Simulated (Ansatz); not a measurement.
This script for a geometry optimisation of CH₃F₃Ge, SMILES [CH3][Ge]([F])([F])[F] with Ansatz 0.2.0, Python API holds a mistake.

Script `opt_ch3f3ge.py`:
```python
import itertools
import warnings

import ansatz as az
from ase.data import atomic_numbers, covalent_radii
import numpy as np
import pandas as pd

warnings.simplefilter("ignore", az.DeckWarning)

molecule = (
    az.Crystal.molecule()
    .atom("C", (-0.8318, -0.2524, 0.5622))
    .atom("Ge", (0.7275, 0.1614, -0.4732))
    .atom("F", (2.064, -0.6498, 0.2576))
    .atom("F", (0.6009, -0.4056, -2.1205))
    .atom("F", (1.0255, 1.8883, -0.5118))
    .atom("H", (-1.0651, -1.2854, 0.5628))
    .atom("H", (-0.7244, 0.1614, 1.5933))
    .atom("H", (-1.7045, 0.3249, 0.0738))
)

base = (
    molecule.calculation()
    .basis(gaussian="def2-SVP")
    .functional("pbe0")
    .stress()
)
symbols = [site.symbol for site in molecule.cartesian_sites]
start = np.array([site.position_ang for site in molecule.cartesian_sites], dtype=float)
def progress(event):
    if event["event"] == "relax_step":
        row = event["data"]
        print(f"step {row['step']:3d}  E = {row['lagrangian_ev']:.6f} eV  largest force component {row['allowed_force_max_ev_ang']:.4f} eV/A")


r = base.relax(force_tolerance=0.01, max_steps=30).session().plan().execute(on_event=progress).report
end = np.array(r["positions_ang"])

print("reference energy %16.6f eV" % r["reference_energy_ev"])
print("total energy     %16.6f eV" % r["free_energy_ev"])
print("occupied orbitals outside the frozen core (up, down):", r["n_occupied"], " frozen:", r["n_frozen"], " virtual:", r["n_virtual"])

radius = [covalent_radii[atomic_numbers[s]] for s in symbols]
span = lambda where, i, j: np.linalg.norm(where[i] - where[j])
bonded = [(i, j) for i, j in itertools.combinations(range(len(symbols)), 2) if min(span(start, i, j), span(end, i, j)) < 1.2 * (radius[i] + radius[j])]
print("pair        before    after (A)")
for i, j in bonded:
    print(f"{symbols[i]}{i}-{symbols[j]}{j}".ljust(10), f"{span(start, i, j):8.4f} {span(end, i, j):8.4f}")

charges = r["charge_distribution"]
table = pd.DataFrame({"atom": symbols, "mulliken": charges["mulliken_charges_e"], "lowdin": charges["lowdin_charges_e"]})
print(table.round(3).to_string())
print("dipole (e A):", np.round(charges["dipole_moment_e_ang"], 4) + 0.0)
with open("ch3f3ge_opt.xyz", "w") as handle:
    handle.write(f"{len(symbols)}\nrelaxed CH3F3Ge\n")
    handle.writelines(f"{s:2s} {x:11.6f} {y:11.6f} {z:11.6f}\n" for s, (x, y, z) in zip(symbols, end))
```

`python opt_ch3f3ge.py` gives:
```text
Traceback (most recent call last):
  File "opt_ch3f3ge.py", line 37, in <module>
    r = base.relax(force_tolerance=0.01, max_steps=30).session().plan().execute(on_event=progress).report
        ~~~~~~~~~~~~~~~~~~~~~~~~~~~~~~~~~~~~~~~~~~~~~~~~~~~~~~^^
  ...
ansatz.RefusalError: invalid value for `basis.gaussian`: such a run doesn't read output.stress; remove what it names
```
(Library frames cut from the traceback.)

Why does it end like this?

The fault: a molecule has no stress. The cap on steps that the faulty run carried goes too. The change:

```diff
--- before
+++ after
@@ -26,3 +26,2 @@
     .functional("pbe0")
-    .stress()
 )
@@ -36,3 +35,3 @@
 
-r = base.relax(force_tolerance=0.01, max_steps=30).session().plan().execute(on_event=progress).report
+r = base.relax(force_tolerance=0.01).session().plan().execute(on_event=progress).report
 end = np.array(r["positions_ang"])
```

With that change:

`python opt_ch3f3ge.py` gives:
```text
step   1  E = -65727.525844 eV  largest force component 2.9358 eV/A
step   2  E = -65727.688933 eV  largest force component 0.7676 eV/A
step   3  E = -65727.705739 eV  largest force component 0.1545 eV/A
step   4  E = -65727.706532 eV  largest force component 0.0236 eV/A
step   5  E = -65727.706621 eV  largest force component 0.0086 eV/A
reference energy    -65727.706644 eV
total energy        -65727.706644 eV
occupied orbitals outside the frozen core (up, down): [34, 34]  frozen: 0  virtual: [69, 69]
pair        before    after (A)
C0-Ge1       1.9170   1.9104
C0-H5        1.0590   1.0984
C0-H6        1.1162   1.0984
C0-H7        1.1547   1.0985
Ge1-F2       1.7258   1.7185
Ge1-F3       1.7467   1.7184
Ge1-F4       1.7528   1.7185
  atom  mulliken  lowdin
0    C    -0.339  -0.049
1   Ge     1.157  -0.080
2    F    -0.383  -0.002
3    F    -0.383  -0.002
4    F    -0.383  -0.002
5    H     0.110   0.045
6    H     0.110   0.045
7    H     0.110   0.045
dipole (e A): [-0.6377 -0.1467  0.4027]
```

`ch3f3ge_opt.xyz`, as written:
```text
8
relaxed CH3F3Ge
C    -0.879084   -0.212036    0.556018
Ge    0.705822    0.152187   -0.446447
F     2.108021   -0.598457    0.204300
F     0.617562   -0.382184   -2.077294
F     1.082480    1.826584   -0.533873
H    -1.066342   -1.294364    0.561565
H    -0.746816    0.144240    1.586625
H    -1.729542    0.306829    0.093306
```

Reading the output:
- Total energies depend on the basis set; only differences at equal settings carry meaning.
- The end point is the stationary point reached from this start; no frequency run checks that it is a minimum, and the basis set is modest.
- The Löwdin charges here are taken after orthogonalising the functions within each atom; they differ from plain Löwdin charges, and their signs can be unphysical.
- Finished in 29 s on 1 thread of Arm Neoverse V2 (shared host), peak memory 0.35 GiB.

(Lines on the test bed's own set-up are left out of the output.)
